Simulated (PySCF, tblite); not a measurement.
# FGe₂H₈NSi: a rotation path, then NMR shifts on frames

Aim: move FGe₂H₈NSi (`[NH2][Ge@H]([F])[GeH2][SiH3]`) away from its starting geometry and see how NMR shifts follow the geometry.

Computed with tblite 0.8.0 and PySCF 2.14.0, with density-fitted response routines of our own, on a single molecule in the gas phase. Atoms count from 0, in the outputs and in this text.

## (1) The molecule as given

13 atoms, charge 0, multiplicity 1; geometry from: GFN2-xTB.

Bonds of the start (Å): N0–Ge1 1.81, Ge1–F2 1.82, Ge1–Ge3 2.41, Ge3–Si4 2.36, N0–H5 1.01, N0–H6 1.01, Ge1–H7 1.52, Ge3–H8 1.52, Ge3–H9 1.52, Si4–H10 1.46, Si4–H11 1.46, Si4–H12 1.47.

## (2) The rotation path with GFN2-xTB

The job: settings as JSON, then the geometry in Å.

```
{"job": {"kind": "neb", "xc": "GFN2-xTB", "basis": "xTB", "atoms": [0, 1, 3, 4], "turn": 120}, "charge": 0, "multiplicity": 1}
N      2.852401    -0.305982    -0.281488
Ge     1.334499    -0.085008     0.684116
F      0.860372    -1.745820     1.265282
Ge    -0.548938     0.798066    -0.523046
Si    -2.691979    -0.032639    -0.002094
H      2.757660    -0.559463    -1.254612
H      3.569156    -0.885573     0.131842
H      1.811401     0.453407     2.027049
H     -0.144094     0.639808    -1.980363
H     -0.396685     2.301443    -0.382231
H     -3.485045    -0.101627    -1.231614
H     -2.581775    -1.361780     0.592390
H     -3.341361     0.885654     0.937042
```

Level: GFN2-xTB climbing-image nudged elastic band, gas phase.

Run with:

```console
> OMP_NUM_THREADS=1 python probes_run.py task.json out
```

This one command runs all jobs of the session in turn.

The log of the run:

```text
image   E - E0 / eV
  0      -0.0000
  1       0.0013
  2       0.0067
  3       0.0157
  4       0.0259
  5       0.0349
  6       0.0415
  7       0.0456
  8       0.0446
```

It took 8.5 s on 1 thread of Intel Xeon at 2.50GHz, shared host; peak memory 0.18 GiB.

The final band, with the dihedral N0–Ge1–Ge3–Si4:

| image | dihedral (°) | energy (eV) | energy (kcal/mol) |
| --- | --- | --- | --- |
| 0 | 143 | 0.000 | 0.0 |
| 1 | 158 | 0.001 | 0.0 |
| 2 | 174 | 0.007 | 0.2 |
| 3 | 189 | 0.016 | 0.4 |
| 4 | 205 | 0.026 | 0.6 |
| 5 | 220 | 0.035 | 0.8 |
| 6 | 236 | 0.041 | 1.0 |
| 7 | 251 | 0.046 | 1.1 |
| 8 | 265 | 0.045 | 1.0 |

## (3) NMR shieldings: image 0, PBE0/pcSseg-1

The job: settings as JSON, then the geometry in Å.

```
{"job": {"kind": "nmr", "xc": "PBE0", "basis": "pcSseg-1", "pop": false}, "charge": 0, "multiplicity": 1}
N      2.852400    -0.306000    -0.281500
Ge     1.334500    -0.085000     0.684100
F      0.860400    -1.745800     1.265300
Ge    -0.548900     0.798100    -0.523000
Si    -2.692000    -0.032600    -0.002100
H      2.757700    -0.559500    -1.254600
H      3.569200    -0.885600     0.131800
H      1.811400     0.453400     2.027000
H     -0.144100     0.639800    -1.980400
H     -0.396700     2.301400    -0.382200
H     -3.485000    -0.101600    -1.231600
H     -2.581800    -1.361800     0.592400
H     -3.341400     0.885700     0.937000
```

Level: GIAO PBE0/pcSseg-1 NMR shielding, non-relativistic, gas phase.

The log of the run:

```text
coarse grid: 51440 points
cycle   1  E = -4601.5191875259  dE = -1.233e+00  |g| = 1.375e+00  |ddm| = 3.386e+00
cycle   2  E = -4601.2643384135  dE =  2.548e-01  |g| = 1.811e+00  |ddm| = 1.846e+00
cycle   3  E = -4601.6706871182  dE = -4.063e-01  |g| = 3.212e-01  |ddm| = 1.400e+00
cycle   4  E = -4601.6854022970  dE = -1.472e-02  |g| = 8.981e-02  |ddm| = 2.409e-01
cycle   5  E = -4601.6862551603  dE = -8.529e-04  |g| = 2.620e-02  |ddm| = 6.978e-02
cycle   6  E = -4601.6864053308  dE = -1.502e-04  |g| = 6.106e-03  |ddm| = 2.199e-02
cycle   7  E = -4601.6864112311  dE = -5.900e-06  |g| = 1.359e-03  |ddm| = 5.280e-03
final grid: 103576 points
cycle   8  E = -4601.6864173090  dE = -4.578e-08  |g| = 1.700e-03  |ddm| = 3.572e-03
cycle   9  E = -4601.6864171619  dE =  1.471e-07  |g| = 2.210e-03  |ddm| = 3.333e-03
cycle  10  E = -4601.6864177610  dE = -5.991e-07  |g| = 1.551e-04  |ddm| = 1.632e-03
cycle  11  E = -4601.6864177673  dE = -6.275e-09  |g| = 5.659e-05  |ddm| = 1.949e-04
cycle  12  E = -4601.6864177677  dE = -4.220e-10  |g| = 3.679e-06  |ddm| = 3.656e-05
converged SCF energy = -4601.6864177677

GIAO shielding tensors (ppm)
atom      isotropic    diamagn.    paramagn.     s11        s22        s33       span
  0 N      222.873     320.484     -97.611    187.218    224.178    257.223     70.005
  1 Ge    1249.902    2754.930   -1505.028   1130.349   1272.986   1346.370    216.021
  2 F      333.577     479.056    -145.479    249.092    353.911    397.727    148.636
  3 Ge    1718.033    2759.825   -1041.792   1670.794   1714.237   1769.068     98.275
  4 Si     459.749     879.449    -419.700    454.788    456.968    467.492     12.704
  5 H       30.186      32.902      -2.716     22.648     27.210     40.698     18.050
  6 H       30.128      29.357       0.771     22.455     25.428     42.500     20.044
  7 H       25.635      28.131      -2.496     19.208     20.228     37.470     18.263
  8 H       28.267      30.953      -2.685     20.899     23.842     40.061     19.161
  9 H       28.266      30.131      -1.865     21.151     22.935     40.711     19.560
 10 H       27.888      27.864       0.024     23.698     25.501     34.466     10.767
 11 H       27.773      28.128      -0.355     23.069     26.899     33.352     10.284
 12 H       27.905      27.885       0.021     23.832     25.585     34.299     10.467
```

Run time: 81 s. Hardware: 1 thread of Intel Xeon at 2.50GHz, shared host; peak memory 0.88 GiB.

The references, computed at this level on geometries of the same kind, shield at (ppm): 1H TMS 31.72, 29Si TMS 349.2, 19F CFCl3 170.9, 15N NH3 267.7, 73Ge GeMe4 1331. Their shielding less the atom's gives the shift. The references are single molecules in the gas phase, so shifts against H2O, NH3, PH3, H3PO4 or CFCl3 are not on the usual liquid scales and can be off by tens of ppm. Each atom is listed at this fixed geometry, with no averaging over motion; a spectrum would average atoms that exchange fast.

| atoms | environment | σ (ppm) | δ (ppm) |
| --- | --- | --- | --- |
| H7 | hydrogen on a germanium bonded to F, Ge, N | 25.64 | 6.08 |
| H11 | hydrogen on a silicon bonded to Ge | 27.77 | 3.94 |
| H10 | hydrogen on a silicon bonded to Ge | 27.89 | 3.83 |
| H12 | hydrogen on a silicon bonded to Ge | 27.91 | 3.81 |
| H9 | hydrogen on a germanium bonded to Ge, Si | 28.27 | 3.45 |
| H8 | hydrogen on a germanium bonded to Ge, Si | 28.27 | 3.45 |
| H6 | hydrogen on a nitrogen bonded to Ge | 30.13 | 1.59 |
| H5 | hydrogen on a nitrogen bonded to Ge | 30.19 | 1.53 |
| N0 | nitrogen bonded to Ge, 2 H | 222.9 | 44.9 |
| Ge1 | germanium bonded to F, Ge, N, H | 1250 | 81 |
| Ge3 | germanium bonded to Ge, Si, 2 H | 1718 | -387 |
| F2 | fluorine bonded to Ge | 333.6 | -162.6 |
| Si4 | silicon bonded to Ge, 3 H | 459.7 | -110.6 |

The fields below are evaluated on a grid from the run's orbitals.

Frontier orbitals at PBE0/pcSseg-1, with the share of their density that lies nearest to each atom:

```csv
orbital,energy (eV),lies on
HOMO,-7.68,"N0 66 %; H5, H6 about 8 % each; F2 8 %"
LUMO,-0.63,"Ge1, Ge3 about 20 % each; Si4 13 %; H10 12 %"
```

ELF in a plane through or near 5 of the atoms.

Values, 10 rows by 14 columns:
```
0.00 0.00 0.00 0.00 0.00 0.00 0.00 0.00 0.00 0.00 0.00 0.00 0.00 0.00
0.00 0.00 0.00 0.00 0.00 0.00 0.02 0.18 0.04 0.00 0.00 0.00 0.00 0.00
0.00 0.00 0.00 0.00 0.00 0.00 0.65 0.99 0.76 0.03 0.00 0.00 0.00 0.00
0.00 0.00 0.03 0.27 0.55 0.01 0.44 0.98 0.68 0.14 0.22 0.68 0.06 0.00
0.00 0.00 0.19 0.66 0.55 0.20 0.46 0.16 0.28 0.77 0.87 0.97 0.30 0.00
0.00 0.00 0.94 0.98 0.80 0.18 0.40 0.48 0.70 0.10 0.51 0.53 0.07 0.00
0.00 0.00 0.33 0.41 0.06 0.45 0.57 0.02 0.12 0.95 0.72 0.17 0.01 0.00
0.00 0.00 0.00 0.00 0.08 0.85 0.85 0.13 0.08 0.98 0.81 0.05 0.00 0.00
0.00 0.00 0.00 0.00 0.00 0.28 0.31 0.01 0.00 0.07 0.03 0.00 0.00 0.00
0.00 0.00 0.00 0.00 0.00 0.00 0.00 0.00 0.00 0.00 0.00 0.00 0.00 0.00
```
The map spans 12.5 Å across and 9.1 Å up, centred on the molecule. Atoms in the plane (x, y in Å): N0 (-2.9, 0.4), F2 (-1.1, -1.9), Si4 (2.7, -0.3), H6 (-3.7, -0.2), H8 (0.3, 2.0).

On the surface of density 0.002 e/bohr³ the electrostatic potential runs, from the 1st to the 99th percentile, from -1.74 V near F2 to 1.50 V near H5.

## (4) Shielding tensors: image 3, PBE0/pcSseg-1

The job: settings as JSON, then the geometry in Å.

```
{"job": {"kind": "nmr", "xc": "PBE0", "basis": "pcSseg-1", "pop": false}, "charge": 0, "multiplicity": 1}
N      2.915500     0.107900     0.014500
Ge     1.267100    -0.392300     0.580100
F      1.207300    -2.200400     0.459000
Ge    -0.574000     0.502500    -0.687400
Si    -2.750600     0.187800     0.149500
H      3.047600     0.260100    -0.975700
H      3.686900    -0.446300     0.358300
H      1.346400    -0.317900     2.102600
H     -0.357500    -0.065000    -2.078000
H     -0.185600     1.948800    -0.929500
H     -3.680600    -0.040500    -0.958400
H     -2.772900    -0.942600     1.078400
H     -3.153800     1.398400     0.868900
```

Method: GIAO PBE0/pcSseg-1 NMR shielding, non-relativistic, gas phase.

The log of the run:

```text
coarse grid: 51440 points
cycle   1  E = -4601.5200373423  dE = -1.228e+00  |g| = 1.373e+00  |ddm| = 3.388e+00
cycle   2  E = -4601.2682942126  dE =  2.517e-01  |g| = 1.803e+00  |ddm| = 1.785e+00
cycle   3  E = -4601.6708885496  dE = -4.026e-01  |g| = 3.192e-01  |ddm| = 1.343e+00
cycle   4  E = -4601.6854200572  dE = -1.453e-02  |g| = 8.958e-02  |ddm| = 2.298e-01
cycle   5  E = -4601.6862657255  dE = -8.457e-04  |g| = 2.589e-02  |ddm| = 6.846e-02
cycle   6  E = -4601.6864118479  dE = -1.461e-04  |g| = 6.130e-03  |ddm| = 2.184e-02
cycle   7  E = -4601.6864178258  dE = -5.978e-06  |g| = 1.331e-03  |ddm| = 5.199e-03
final grid: 103576 points
cycle   8  E = -4601.6864127605  dE = -1.105e-08  |g| = 1.652e-03  |ddm| = 3.343e-03
cycle   9  E = -4601.6864126194  dE =  1.411e-07  |g| = 2.147e-03  |ddm| = 3.198e-03
cycle  10  E = -4601.6864131884  dE = -5.690e-07  |g| = 1.541e-04  |ddm| = 1.553e-03
cycle  11  E = -4601.6864131945  dE = -6.082e-09  |g| = 5.486e-05  |ddm| = 1.873e-04
cycle  12  E = -4601.6864131949  dE = -3.920e-10  |g| = 3.266e-06  |ddm| = 3.421e-05
converged SCF energy = -4601.6864131949

GIAO shielding tensors (ppm)
atom      isotropic    diamagn.    paramagn.     s11        s22        s33       span
  0 N      223.673     319.551     -95.877    185.043    228.828    257.148     72.105
  1 Ge    1249.841    2755.432   -1505.590   1131.765   1277.038   1340.721    208.956
  2 F      335.584     477.905    -142.321    255.283    351.272    400.198    144.916
  3 Ge    1723.974    2760.020   -1036.046   1695.019   1710.285   1766.619     71.600
  4 Si     460.250     879.336    -419.085    453.975    458.550    468.226     14.250
  5 H       30.160      32.153      -1.993     22.620     27.206     40.653     18.032
  6 H       30.179      28.995       1.184     22.483     25.512     42.542     20.059
  7 H       25.674      28.507      -2.834     19.553     20.226     37.242     17.689
  8 H       28.181      30.790      -2.609     20.950     23.485     40.108     19.158
  9 H       28.288      30.532      -2.243     20.897     23.484     40.483     19.586
 10 H       27.845      27.711       0.134     23.615     25.466     34.455     10.839
 11 H       27.860      28.025      -0.165     23.372     26.653     33.554     10.182
 12 H       27.911      27.845       0.066     23.839     25.627     34.266     10.427
```

It took 56 s on 1 thread of Intel Xeon at 2.50GHz, shared host; peak memory 0.92 GiB.

Key values: δ N0 44.1, Ge1 81, Ge3 -393, F2 -164.6, H7 6.04, H10 3.87 ppm.

## (5) NMR shieldings: image 7, PBE0/pcSseg-1

The job: settings as JSON, then the geometry in Å.

```
{"job": {"kind": "nmr", "xc": "PBE0", "basis": "pcSseg-1", "pop": false}, "charge": 0, "multiplicity": 1}
N      2.631800     0.432200     0.542600
Ge     1.269300    -0.750500     0.334100
F      1.961000    -2.173100    -0.539700
Ge    -0.635400     0.090000    -0.880900
Si    -2.636600     0.504300     0.283000
H      2.811900     1.077800    -0.214000
H      3.513400     0.027400     0.825200
H      1.133300    -1.409500     1.704600
H     -0.811700    -0.883700    -2.023000
H     -0.090800     1.293700    -1.631400
H     -3.778600     0.151600    -0.562900
H     -2.657100    -0.283700     1.518100
H     -2.715000     1.923800     0.626700
```

With the program's defaults for keys left out, this is: GIAO PBE0/pcSseg-1 NMR shielding, non-relativistic, gas phase.

The log of the run:

```text
coarse grid: 51440 points
cycle   1  E = -4601.5201853735  dE = -1.227e+00  |g| = 1.372e+00  |ddm| = 3.394e+00
cycle   2  E = -4601.2635548183  dE =  2.566e-01  |g| = 1.808e+00  |ddm| = 1.799e+00
cycle   3  E = -4601.6703337287  dE = -4.068e-01  |g| = 3.246e-01  |ddm| = 1.365e+00
cycle   4  E = -4601.6853705670  dE = -1.504e-02  |g| = 9.009e-02  |ddm| = 2.367e-01
cycle   5  E = -4601.6862163365  dE = -8.458e-04  |g| = 2.656e-02  |ddm| = 6.929e-02
cycle   6  E = -4601.6863707618  dE = -1.544e-04  |g| = 6.379e-03  |ddm| = 2.258e-02
cycle   7  E = -4601.6863773261  dE = -6.564e-06  |g| = 1.349e-03  |ddm| = 5.377e-03
final grid: 103576 points
cycle   8  E = -4601.6864139323  dE = -6.143e-08  |g| = 1.714e-03  |ddm| = 3.604e-03
cycle   9  E = -4601.6864137515  dE =  1.808e-07  |g| = 2.261e-03  |ddm| = 3.373e-03
cycle  10  E = -4601.6864143969  dE = -6.454e-07  |g| = 1.894e-04  |ddm| = 1.665e-03
cycle  11  E = -4601.6864144053  dE = -8.438e-09  |g| = 6.025e-05  |ddm| = 2.097e-04
cycle  12  E = -4601.6864144058  dE = -4.729e-10  |g| = 3.832e-06  |ddm| = 3.973e-05
converged SCF energy = -4601.6864144058

GIAO shielding tensors (ppm)
atom      isotropic    diamagn.    paramagn.     s11        s22        s33       span
  0 N      221.607     318.858     -97.251    184.273    225.128    255.419     71.146
  1 Ge    1250.261    2755.421   -1505.160   1127.555   1276.872   1346.356    218.801
  2 F      325.114     476.428    -151.314    243.603    349.256    382.484    138.882
  3 Ge    1711.844    2759.639   -1047.795   1675.690   1699.692   1760.150     84.459
  4 Si     460.787     879.403    -418.616    454.235    459.195    468.930     14.695
  5 H       30.140      32.057      -1.917     22.740     27.146     40.533     17.793
  6 H       30.209      28.694       1.516     22.524     25.534     42.570     20.046
  7 H       25.683      28.510      -2.827     19.489     20.351     37.209     17.720
  8 H       28.171      30.353      -2.183     20.814     23.322     40.377     19.563
  9 H       28.257      30.785      -2.528     21.091     23.723     39.958     18.867
 10 H       27.868      27.756       0.111     23.666     25.455     34.483     10.817
 11 H       27.931      28.051      -0.120     23.496     26.565     33.733     10.236
 12 H       27.967      28.004      -0.036     23.860     25.805     34.237     10.377
```

Run time: 56 s. Hardware: 1 thread of Intel Xeon at 2.50GHz, shared host; peak memory 0.88 GiB.

Key values: δ N0 46.1, Ge1 81, Ge3 -381, F2 -154.2, H7 6.03, H10 3.85 ppm.

## (6) NMR shieldings: image 8, PBE0/pcSseg-1

The job: settings as JSON, then the geometry in Å.

```
{"job": {"kind": "nmr", "xc": "PBE0", "basis": "pcSseg-1", "pop": false}, "charge": 0, "multiplicity": 1}
N      2.485800     0.465300     0.638400
Ge     1.275400    -0.835500     0.266500
F      2.155600    -2.098900    -0.684100
Ge    -0.648700    -0.012300    -0.927800
Si    -2.563900     0.569600     0.308500
H      2.648000     1.159800    -0.077800
H      3.384700     0.147600     0.973700
H      1.151700    -1.617100     1.569900
H     -0.907400    -1.007500    -2.037400
H     -0.092900     1.148600    -1.737400
H     -3.758900     0.216000    -0.457300
H     -2.576300    -0.145600     1.586300
H     -2.557500     2.010500     0.560800
```

Level: GIAO PBE0/pcSseg-1 NMR shielding, non-relativistic, gas phase.

The log of the run:

```text
coarse grid: 51440 points
cycle   1  E = -4601.5205919519  dE = -1.228e+00  |g| = 1.372e+00  |ddm| = 3.393e+00
cycle   2  E = -4601.2608953374  dE =  2.597e-01  |g| = 1.813e+00  |ddm| = 1.807e+00
cycle   3  E = -4601.6703535141  dE = -4.095e-01  |g| = 3.286e-01  |ddm| = 1.376e+00
cycle   4  E = -4601.6857824149  dE = -1.543e-02  |g| = 9.080e-02  |ddm| = 2.406e-01
cycle   5  E = -4601.6866467766  dE = -8.644e-04  |g| = 2.711e-02  |ddm| = 7.046e-02
cycle   6  E = -4601.6868077848  dE = -1.610e-04  |g| = 6.445e-03  |ddm| = 2.290e-02
cycle   7  E = -4601.6868144830  dE = -6.698e-06  |g| = 1.370e-03  |ddm| = 5.458e-03
final grid: 103576 points
cycle   8  E = -4601.6867940787  dE = -7.672e-08  |g| = 1.701e-03  |ddm| = 3.698e-03
cycle   9  E = -4601.6867939110  dE =  1.677e-07  |g| = 2.234e-03  |ddm| = 3.351e-03
cycle  10  E = -4601.6867945354  dE = -6.244e-07  |g| = 1.787e-04  |ddm| = 1.645e-03
cycle  11  E = -4601.6867945431  dE = -7.709e-09  |g| = 5.894e-05  |ddm| = 2.021e-04
cycle  12  E = -4601.6867945435  dE = -4.693e-10  |g| = 3.907e-06  |ddm| = 3.940e-05
converged SCF energy = -4601.6867945435

GIAO shielding tensors (ppm)
atom      isotropic    diamagn.    paramagn.     s11        s22        s33       span
  0 N      220.625     318.856     -98.231    184.087    223.283    254.506     70.419
  1 Ge    1251.462    2755.340   -1503.878   1125.034   1274.184   1355.169    230.136
  2 F      324.590     475.943    -151.353    240.531    349.854    383.384    142.853
  3 Ge    1712.897    2759.545   -1046.648   1678.013   1703.547   1757.130     79.117
  4 Si     461.077     879.409    -418.332    455.994    458.172    469.065     13.072
  5 H       30.185      32.183      -1.998     22.838     27.288     40.429     17.591
  6 H       30.145      28.759       1.386     22.522     25.302     42.612     20.090
  7 H       25.712      28.450      -2.738     19.285     20.592     37.258     17.973
  8 H       28.145      30.145      -2.000     20.833     23.108     40.494     19.661
  9 H       28.258      30.779      -2.520     21.224     23.655     39.896     18.672
 10 H       27.905      27.792       0.113     23.704     25.469     34.541     10.837
 11 H       27.981      28.087      -0.106     23.568     26.593     33.784     10.216
 12 H       27.964      28.041      -0.077     23.826     25.851     34.215     10.389
```

It took 52 s on 1 thread of Intel Xeon at 2.50GHz, shared host; peak memory 0.95 GiB.

In short: δ N0 47.1, Ge1 79, Ge3 -382, F2 -153.6, H7 6.01, H10 3.81 ppm.

## (7) Comparing the runs: NMR shifts

Shifts (ppm) of some atoms, chosen among heavy atoms and hydrogens apart, with basis size and wall time:

| frame | H11 | H8 | N0 | Ge1 | Ge3 | F2 | Si4 | functions | time |
| --- | --- | --- | --- | --- | --- | --- | --- | --- | --- |
| image 0 | 3.94 | 3.45 | 44.9 | 81 | -387 | -162.6 | -110.6 | 180 | 81 s |
| image 3 | 3.86 | 3.54 | 44.1 | 81 | -393 | -164.6 | -111.1 | 180 | 56 s |
| image 7 | 3.79 | 3.55 | 46.1 | 81 | -381 | -154.2 | -111.6 | 180 | 56 s |
| image 8 | 3.74 | 3.57 | 47.1 | 79 | -382 | -153.6 | -111.9 | 180 | 52 s |

## (8) Results

```
                                          quantity                                               value
                                           barrier                  0.046 eV (1.1 kcal/mol) at image 7
                             end to end (GFN2-xTB)                                            0.045 eV
    1H shifts against TMS (PBE0/pcSseg-1, image 0)  6.08, 3.94, 3.83, 3.81, 3.45, 3.45, 1.59, 1.53 ppm
   15N shifts against NH3 (PBE0/pcSseg-1, image 0)                                            44.9 ppm
73Ge shifts against GeMe4 (PBE0/pcSseg-1, image 0)                                        81, -387 ppm
 19F shifts against CFCl3 (PBE0/pcSseg-1, image 0)                                          -162.6 ppm
  29Si shifts against TMS (PBE0/pcSseg-1, image 0)                                          -110.6 ppm
             surface potential, 1st and 99th percentile                                  -1.74 V and 1.50 V
                         range of the shift of Ge3                                    -393 to -381 ppm
```

What this shows: Along the band the dihedral turns by 122°, and the top (dihedral 251°) lies 1.1 kcal/mol above the start (GFN2-xTB, rough), so at room temperature this motion is fast. Ends this close can change order at a higher level. The top was not checked by a frequency run. Shifts at one fixed geometry are not the observed spectrum, which averages over the motion. In the first frame run (image 0): The largest span, 216 ppm, is at Ge1, where the paramagnetic term is -1505 ppm. By nearest atom (PBE0/pcSseg-1), the HOMO sits on N0 66 %; H5, H6 about 8 % each and the LUMO on Ge1, Ge3 about 20 % each; Si4 13 %. In ppm, Ge3 moves most: its shift spreads over 12 ppm, from -393 (image 3) to -381 (image 7). Spin-orbit coupling is left out, which matters for shieldings and couplings at and beside the heavy atoms.
